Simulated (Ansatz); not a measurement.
**Molecular dynamics of Cr**

The input (input.yaml):

```yaml
crystal:
  lattice:
    - [5.854443, 0.0, 0.0]
    - [0.0, 5.854443, 0.0]
    - [0.0, 0.0, 5.854443]
  atoms:
    - { symbol: Cr, position: [-0.01808613, -0.02016536, 0.00095075] }
    - { symbol: Cr, position: [0.47687289, -0.00092348, -0.01746753] }
    - { symbol: Cr, position: [-0.04699267, 0.4963041, -0.01576085] }
    - { symbol: Cr, position: [-0.09231986, 0.00909246, 0.48654771] }
    - { symbol: Cr, position: [0.16428869, 0.24771494, 0.19868884] }
    - { symbol: Cr, position: [0.40487496, 0.53179534, -0.01706394] }
    - { symbol: Cr, position: [0.41269419, 0.02162218, 0.44764617] }
    - { symbol: Cr, position: [0.73828189, 0.20800959, 0.22046711] }
    - { symbol: Cr, position: [-0.07118351, 0.55947518, 0.4987291] }
    - { symbol: Cr, position: [0.1811765, 0.76062465, 0.1909806] }
    - { symbol: Cr, position: [0.13694828, 0.21365571, 0.66294489] }
    - { symbol: Cr, position: [0.45233148, 0.47046835, 0.45483802] }
    - { symbol: Cr, position: [0.69788572, 0.79065402, 0.22482102] }
    - { symbol: Cr, position: [0.68460127, 0.28207169, 0.70606505] }
    - { symbol: Cr, position: [0.22961606, 0.80902086, 0.74204497] }
    - { symbol: Cr, position: [0.67462085, 0.78285853, 0.71811928] }
basis:
  ecutwfc: 420.0
kpoints:
  mp_grid: { grid: [2, 2, 2] }
hamiltonian:
  xc: pbesol
scf:
  occupations: { method: fermi_dirac, width: 0.24 }
  lower_state_search: "off"
md:
  timestep: 3
  n_steps: 130
  ensemble: npt_langevin
  temperature: 1960.0
  initial_velocities: maxwell_boltzmann
  seed: 694713
  friction: 0.01
  pressure: 5.0
  fix_cell: [shape]
```

Command:

```bash
$ ansatz run input.yaml --threads 2 --pin off --max-ram 5120MiB --backend cpu --events-out ev --progress --plain --runs-dir out
```

It goes on from the last frame of an earlier run, with new velocities.

Output, in part (step lines):

```
md step     0: t =     0.00 fs  T =  1837.5 K  F+E_penalty+E_count = -53581.44879830 eV  E_kin = 3.800244 eV  conserved = -53572.28194610 eV  P_inst = -8.3278 GPa  V = 200.6581 Å³  selection 1  (9 SCF iters)
md step     1: t =     3.00 fs  T =  1699.3 K  F+E_penalty+E_count = -53581.15881300 eV  E_kin = 3.514364 eV  conserved = -53572.27964527 eV  P_inst = -7.6246 GPa  V = 200.6040 Å³  selection 1  (9 SCF iters)
md step     2: t =     6.00 fs  T =  1573.6 K  F+E_penalty+E_count = -53580.96818545 eV  E_kin = 3.254546 eV  conserved = -53572.27807059 eV  P_inst = -7.0424 GPa  V = 200.4284 Å³  selection 1  (9 SCF iters)
md step     3: t =     9.00 fs  T =  1482.5 K  F+E_penalty+E_count = -53580.90303361 eV  E_kin = 3.066035 eV  conserved = -53572.27718438 eV  P_inst = -6.6682 GPa  V = 200.1764 Å³  selection 1  (9 SCF iters)
md step     4: t =    12.00 fs  T =  1608.2 K  F+E_penalty+E_count = -53580.98957362 eV  E_kin = 3.326029 eV  conserved = -53572.27683855 eV  P_inst = -6.5052 GPa  V = 199.9563 Å³  selection 1  (9 SCF iters)
md step     5: t =    15.00 fs  T =  1770.4 K  F+E_penalty+E_count = -53581.23006400 eV  E_kin = 3.661397 eV  conserved = -53572.27771626 eV  P_inst = -6.6631 GPa  V = 199.6921 Å³  selection 1  (7 SCF iters)
md step     6: t =    18.00 fs  T =  2025.6 K  F+E_penalty+E_count = -53581.59907734 eV  E_kin = 4.189236 eV  conserved = -53572.28151402 eV  P_inst = -6.9360 GPa  V = 199.3302 Å³  selection 1  (8 SCF iters)
md step     7: t =    21.00 fs  T =  2205.4 K  F+E_penalty+E_count = -53581.98725602 eV  E_kin = 4.561049 eV  conserved = -53572.28488957 eV  P_inst = -7.3235 GPa  V = 198.9483 Å³  selection 1  (8 SCF iters)
[... lines left out ...]
```

The steps, from the saved trajectory:

| time (fs) | T (K) | potential energy less start (eV) | conserved less start (meV/atom) | P (GPa) | volume (Å³) |
| --- | --- | --- | --- | --- | --- |
| 0.0 | 1838 | 0.000 | 0.00 | -8.3 | 200.7 |
| 12.0 | 1608 | 0.459 | 0.32 | -6.5 | 200.0 |
| 24.0 | 2284 | -0.907 | -0.28 | -7.8 | 198.6 |
| 36.0 | 3044 | -1.974 | -0.71 | -7.8 | 196.5 |
| 48.0 | 2788 | -1.772 | -0.41 | -5.1 | 194.1 |
| 60.0 | 2247 | -1.495 | -0.17 | -2.1 | 191.5 |
| 72.0 | 2108 | -1.487 | -0.01 | 0.6 | 189.4 |
| 84.0 | 2307 | -1.506 | -0.01 | 3.5 | 187.8 |
| 96.0 | 2267 | -2.296 | 0.19 | 4.2 | 186.1 |
| 108.0 | 2896 | -3.486 | -0.87 | 5.1 | 183.9 |
| 120.0 | 2440 | -3.208 | -0.34 | 7.6 | 182.0 |
| 132.0 | 2079 | -2.568 | -0.12 | 11.2 | 179.9 |
| 144.0 | 1783 | -1.974 | 0.27 | 14.0 | 178.5 |
| 156.0 | 1961 | -2.468 | -0.09 | 14.7 | 177.4 |
| 168.0 | 2122 | -3.046 | -0.33 | 14.6 | 176.4 |
| 180.0 | 1996 | -3.001 | 0.02 | 16.0 | 175.6 |
| 192.0 | 1993 | -3.113 | -0.15 | 16.7 | 175.7 |
| 204.0 | 1908 | -3.491 | -0.05 | 15.2 | 176.3 |
| 216.0 | 1719 | -3.497 | 0.42 | 14.5 | 176.5 |
| 228.0 | 1609 | -4.164 | 0.29 | 12.7 | 176.3 |
| 240.0 | 2068 | -4.581 | -0.30 | 12.1 | 176.5 |
| 252.0 | 1643 | -3.851 | 0.23 | 12.4 | 177.1 |
| 264.0 | 1165 | -3.676 | 0.51 | 11.1 | 177.9 |
| 276.0 | 1637 | -4.551 | 0.06 | 8.2 | 178.8 |
| 288.0 | 2176 | -4.963 | -0.24 | 7.3 | 179.0 |
| 300.0 | 1567 | -4.157 | 0.26 | 8.7 | 178.9 |
| 312.0 | 1518 | -3.375 | 0.48 | 10.1 | 179.1 |
| 324.0 | 1638 | -3.738 | 0.13 | 8.5 | 179.5 |
| 336.0 | 2128 | -4.299 | -0.31 | 6.6 | 180.3 |
| 348.0 | 1665 | -3.680 | 0.17 | 6.1 | 181.5 |
| 360.0 | 1869 | -3.486 | 0.20 | 5.2 | 182.6 |
| 372.0 | 1862 | -3.706 | 0.15 | 3.5 | 183.4 |
| 384.0 | 1501 | -3.684 | 0.46 | 2.1 | 184.2 |

All steps were run. The conserved energy stayed within 0.87 meV per atom of its start (net change 0.33 meV per atom), so the integration is sound. A run of 0.39 ps of so small a system gives no equilibrium averages. Spin polarisation was left off. Limits of this set-up: coarse k mesh, magnetic elements without spin. The cell's volume went from 201 to 185 Å³.

Mean squared displacements from the first frame to the last, about the centre of mass, the cell's change included: Cr 0.12 Å².

Last frame:

```xyz
16
Lattice="5.6944 0.0000 0.0000 0.0000 5.6944 0.0000 0.0000 0.0000 5.6944" Properties=species:S:1:pos:R:3
Cr -0.380 0.276 -0.389
Cr 2.482 0.156 -0.734
Cr -0.233 2.974 -0.595
Cr -0.165 0.313 2.351
Cr 1.346 1.630 0.772
Cr 2.320 3.182 -0.632
Cr 2.651 0.311 2.192
Cr 4.175 1.571 0.804
Cr -0.244 3.036 2.276
Cr 1.127 4.569 0.927
Cr 0.999 1.654 3.693
Cr 2.554 3.143 2.181
Cr 4.114 4.326 0.793
Cr 4.058 1.875 3.755
Cr 1.092 4.657 3.696
Cr 4.291 4.307 3.492
```

Run time: 14 min on 2 threads of Arm Neoverse V2, with other jobs on the host, peak memory 0.82 GiB.
